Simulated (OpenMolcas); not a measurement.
**Cr³⁺ among point charges: CASSCF levels and susceptibility**

How does a field of 6 point charges split the states of Cr³⁺, and what χT follows?

Method: state-averaged CASSCF, spin-orbit coupling by RASSI with atomic mean-field integrals. Code: OpenMolcas 26.06.

1 further run of the same task is left out (it didn't finish).

### Step 1. The system

| Quantity | Value |
| --- | --- |
| Species | Cr³⁺ (chromium, Z = 24, 21 electrons) |
| Basis | ANO-RCC-VDZP [5s4p2d1f], 34 functions |
| Scalar Hamiltonian | DKH2, point nucleus |
| Inactive shells | 1s 2s 2p 3s 3p |
| Active space | 3 electrons in 5 orbitals (3d) |
| Some configurations of this space | 3d³ |
| Orbitals | optimised for each spin and parity, averaged over all roots |

The outer shells:

3d3
```
3d [↑ ][↑ ][↑ ][  ][  ]
```

The ion sits among 6 point charges of -2 e arranged as a trigonal antiprism (D3d), 1.59 Å from the ion, with a polar angle of 47.6° against the regular 54.74°. The active orbitals were held to one l.

The work runs as a chain of OpenMolcas steps in one folder; each step below is one input file. Labels, J, g values, rates, χT and fits are worked out afterwards by a script from the matrices that RASSI stores. The input lists half of the charges; inversion (Group=XYZ) makes the rest.

### Step 2. GATEWAY and SEWARD: basis and integrals

Contents of a.inp:

```
&GATEWAY
Coord
1

Cr 0.0 0.0 0.0
Basis=ANO-RCC-VDZP
Group=XYZ
NoMove
AngMom=0.0 0.0 0.0
AMFI
XField
3 Angstrom 0
0.000000 1.174518 1.071731 -2.000000
1.017162 -0.587259 1.071731 -2.000000
1.017162 0.587259 -1.071731 -2.000000
&SEWARD
```

Command:

```console
> OMP_NUM_THREADS=1 MOLCAS_MEM=1689 MOLCAS_PROJECT=a pymolcas a.inp > a.log
```

### Step 3. CASSCF: quartets of even parity, 10 roots

Contents of a.inp:

```
&RASSCF
FileOrb=start.orb
Symmetry=1
Spin=4
nActEl=3 0 0
Inactive=3 6
Ras2=5 0
CIRoot=10 10 1
SDav=10
CIMx=300
Iter=120 100
PrWF=0.3
OrbListing=Nothing
MaxOrb=0
SupSym
1
10 4 5 6 7 8 11 12 13 14 15
0
>>> COPY $Project.JobIph JOB001
```

start.orb holds the contracted functions of the basis, ordered by shell, or the orbitals of the step before.

### Step 4. Reference wave functions, doublets of even parity, 40 roots

Contents of a.inp:

```
&RASSCF
FileOrb=start.orb
Symmetry=1
Spin=2
nActEl=3 0 0
Inactive=3 6
Ras2=5 0
CIRoot=40 40 1
SDav=40
CIMx=300
Iter=120 100
PrWF=0.3
OrbListing=Nothing
MaxOrb=0
SupSym
1
10 4 5 6 7 8 11 12 13 14 15
0
>>> COPY $Project.JobIph JOB002
```

### Step 5. RASSI: spin-orbit coupling between the states

Contents of a.inp:

```
&RASSI
NrOfJobIphs=2 10 40
1 2 3 4 5 6 7 8 9 10
1 2 3 4 5 6 7 8 9 10 11 12 13 14 15 16 17 18 19 20 21 22 23 24 25 26 27
28 29 30 31 32 33 34 35 36 37 38 39 40
IphNames
JOB001
JOB002
EJob
SpinOrbit
DIPRint=1.0
SOCoupling=1000.0
Subsets=2
Property=9
'ANGMOM' 1 'ANGMOM' 2 'ANGMOM' 3 'MLTPL  1' 1 'MLTPL  1' 2 'MLTPL  1' 3
'AMFI' 1 'AMFI' 2 'AMFI' 3
SOProperty=3
'ANGMOM' 1 'ANGMOM' 2 'ANGMOM' 3
```

**Question.** What will these runs give? Wanted: spin-free ground state; first state of the same spin within the active space; lowest level; next level.

The runs gave:

| quantity | value |
| --- | --- |
| method | CASSCF |
| spin-free ground state | 4A2, 1-fold in its orbital part |
| first state of the same spin within the active space | 4E at 10800 cm⁻¹ |
| lowest level | 2-fold E1/2, g = 1.98, 3.84, 3.84 |
| next level | 8.9 cm⁻¹ |
| χT at 300 K | 1.81 cm³ K/mol |
| effective moment at 300 K | 3.81 μB |

In words: The spin-free ground state (4A2) comes to 95 % from free-ion F terms and keeps the highest spin of the shell. χT at 300 K is 1.81, against 1.88 cm³ K/mol for the spin alone; near agreement at one temperature doesn't show that the orbital moment is quenched. The field of point charges can differ much from that of real complexes. Point charges carry no covalency, so the field is a model and not that of real ligands.
